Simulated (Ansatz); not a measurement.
# LiF2: the cost of one run

Computed with Ansatz 0.2.0 (DFT PBE, scalar-relativistic, plane waves, PAW, unless a step's input says otherwise).

2 further runs of the same task are left out: 2 set aside as unsound or not needed.

## (1) The structure to begin with

It takes space group I4_1/amd (No. 141, tetragonal). The conventional cell has a = 3.386 Å, b = 3.386 Å, c = 11.772 Å, α = 90.00°, β = 90.00°, γ = 90.00°. Around Li (site symmetry -4m2) lie 12 F at 2.59 Å. Around F (site symmetry 2mm) lie 3 F at 1.95 to 1.97 Å and 6 Li at 2.59 Å.

Structure file:

```
Li F
1.0
    -1.69292    1.69292    5.88623
     1.69292   -1.69292    5.88623
     1.69292    1.69292   -5.88623
Li F
2 4
Direct
  0.00000 0.00000 0.00000
  0.75000 0.25000 0.50000
  0.41650 0.41650 0.00000
  0.16650 0.66650 0.50000
  0.33350 0.83350 0.50000
  0.58350 0.58350 0.00000
```

This is candidate A: ThSi2 type (I4_1/amd, No. 141).

(A quick probe on a coarse mesh, which set the mesh and smearing, is not shown.)

## (3) Coarse relaxation (candidate A)

Contents of input.yaml:

```yaml
crystal:
  lattice:
    - [-1.6929178187, 1.6929178187, 5.8862334046]
    - [1.6929178187, -1.6929178187, 5.8862334046]
    - [1.6929178187, 1.6929178187, -5.8862334046]
  atoms:
    - { symbol: Li, position: [0.0, 0.0, 0.0] }
    - { symbol: Li, position: [0.75, 0.25, 0.5] }
    - { symbol: F, position: [0.4165, 0.4165, 0.0], spin: 0.55 }
    - { symbol: F, position: [0.1665, 0.6665, 0.5], spin: 0.55 }
    - { symbol: F, position: [0.3335, 0.8335, 0.5], spin: 0.55 }
    - { symbol: F, position: [0.5835, 0.5835, 0.0], spin: 0.55 }
basis:
  ecutwfc: 420
kpoints:
  mp_grid: { grid: [8, 8, 8] }
hamiltonian:
  xc: pbe
scf:
  occupations: { method: gaussian, width: 0.1 }
  lower_state_search: "off"
output:
  forces: true
  stress: true
  eigenvalues: true
  populations: true
magnetization:
  spin_polarized: true
relax:
  adjacent_minimum: "off"
  f_tol: 0.04
  max_steps: 70
  cell: { stress_tol: 0.4 }
```

The run is started by

```console
$ ansatz run input.yaml --threads 1 --pin off --max-ram 2560MiB --backend cpu --events-out ev --progress --plain --runs-dir out
```

Q: Estimate wall time and peak memory on 1 thread of Arm Neoverse V2, shared host.

About 4.8 min, with a peak of 0.43 GiB.
